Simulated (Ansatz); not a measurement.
# CH5FSSi: a ladder of functionals and wavefunction methods

One table from this session's results is given with a row withheld; the runs are named, their logs left out.

The runs use Ansatz 0.2.0, Gaussian basis; functionals in def2-TZVPP, the program's frozen cores in correlated methods.

The runs, in order: LDA (SPW92), PBE-D4, revPBE-D4, BLYP-D4, r2SCAN-D4, B97M-V, PBE0-D4, B3LYP-D4, r2SCANh-D4, r2SCAN0-D4, HSE06-D4, BHLYP-D4, CAM-B3LYP-D4, LC-ωPBE, ωB97X-V, ωB97M-V, B2PLYP, PBE-QIDH; CCSD(T)/def2-SVP; CCSD(T)/def2-TZVPP; MP2/def2-QZVPP; extrapolation to the limit; RPA on PBE.

## Structure used throughout

An earlier PBE0-D4 in a triple-zeta def2 set relaxation fixed the geometry.

SMILES `F[SiH2]CS`, 9 atoms, charge 0, spin multiplicity 1.

Atoms are counted from 1 here; the program's logs count them from 0.

Bond lengths: F1–Si2 1.604 Å, Si2–C3 1.863 Å, Si2–H5 1.485 Å, Si2–H6 1.480 Å, C3–S4 1.814 Å, C3–H7 1.094 Å, C3–H8 1.092 Å, S4–H9 1.343 Å. Angles: F1–Si2–C3 108.0°, F1–Si2–H5 107.1°, F1–Si2–H6 108.2°, C3–Si2–H5 111.5°, C3–Si2–H6 110.7°, H5–Si2–H6 111.3°, Si2–C3–S4 111.0°, Si2–C3–H7 108.7°, Si2–C3–H8 112.7°, S4–C3–H7 105.7°, S4–C3–H8 111.1°, H7–C3–H8 107.3°, C3–S4–H9 97.1°.

Coordinates:

```mol
CH5FSSi
  3D, bonds by distance, orders not assigned

  9  8  0  0  0  0  0  0  0  0999 V2000
   -1.2039    1.0224   -1.1483 F   0  0
    0.3018    0.7970   -0.6441 Si  0  0
    0.3546   -0.8001    0.3132 C   0  0
   -0.8454   -0.7827    1.6740 S   0  0
    1.1623    0.7353   -1.8530 H   0  0
    0.6743    1.9380    0.2224 H   0  0
    1.3367   -0.8928    0.7863 H   0  0
    0.2154   -1.6779   -0.3219 H   0  0
   -1.9073   -0.3857    0.9543 H   0  0
  1  2  8  0
  2  3  8  0
  3  4  8  0
  2  5  8  0
  2  6  8  0
  3  7  8  0
  3  8  8  0
  4  9  8  0
M  END
```

Set-up of the first run:

Input file in.yaml:

```yaml
crystal:
  periodic: [false, false, false]
  atoms:
    - {symbol: F, position_ang: [-1.203907, 1.022430, -1.148285]}
    - {symbol: Si, position_ang: [0.301773, 0.796958, -0.644083]}
    - {symbol: C, position_ang: [0.354558, -0.800079, 0.313177]}
    - {symbol: S, position_ang: [-0.845352, -0.782725, 1.674046]}
    - {symbol: H, position_ang: [1.162348, 0.735270, -1.852960]}
    - {symbol: H, position_ang: [0.674307, 1.937998, 0.222409]}
    - {symbol: H, position_ang: [1.336708, -0.892829, 0.786278]}
    - {symbol: H, position_ang: [0.215362, -1.677870, -0.321930]}
    - {symbol: H, position_ang: [-1.907295, -0.385652, 0.954349]}
basis:
  gaussian: {orbitals: def2-TZVPP}
hamiltonian: {xc: lda}
output: {orbitals: {seedname: orbitals}}
```

Command:

```bash
$ ansatz run in.yaml --threads 2 --pin off --events-out ev --progress --plain --max-ram 4352MiB
```

Among the steps run: LDA; PBE-D4 (GGA); revPBE-D4 (GGA); BLYP-D4 (GGA); r2SCAN-D4 (meta-GGA); B97M-V (meta-GGA); B3LYP-D4 (hybrid); r2SCANh-D4 (hybrid); r2SCAN0-D4 (hybrid); HSE06-D4 (hybrid); BHLYP-D4 (hybrid); CAM-B3LYP-D4 (range-separated); LC-ωPBE (range-separated); ωB97X-V (range-separated); ωB97M-V (range-separated); B2PLYP (double hybrid); PBE-QIDH (double hybrid).

One table of the session follows, with a row left open; its other results are not shown here.

It belongs to the step «Orbital energies across the functionals». 

```
  functional  HOMO (eV)  gap (eV)
 LDA (SPW92)      -5.85      4.74
      PBE-D4      -5.74      4.87
   revPBE-D4      -5.69      4.93
     BLYP-D4      -5.58      4.84
   r2SCAN-D4      -5.99      5.51
      B97M-V      -6.11      5.46
     PBE0-D4      -6.97      7.00
    B3LYP-D4      -6.73      6.52
  r2SCANh-D4          ?         ?
  r2SCAN0-D4      -7.13      7.41
    HSE06-D4      -6.57      6.22
    BHLYP-D4      -8.07      8.95
CAM-B3LYP-D4      -8.31      9.31
     LC-ωPBE      -9.71     11.93
     ωB97X-V      -9.34     11.41
     ωB97M-V      -9.18     10.93
```

**Question.** Estimate the row for r2SCANh-D4.

Worked estimate for «HOMO (eV)». Against the share of exact exchange, r2SCAN-D4 (0, -5.99), r2SCAN0-D4 (0.25, -7.13) give a slope of -4.56 per unit share; at 0.1 the line stands at -6.45.

The run gave: HOMO (eV): -6.44; gap (eV): 6.28. In «HOMO (eV)» the line misses by -0.01.
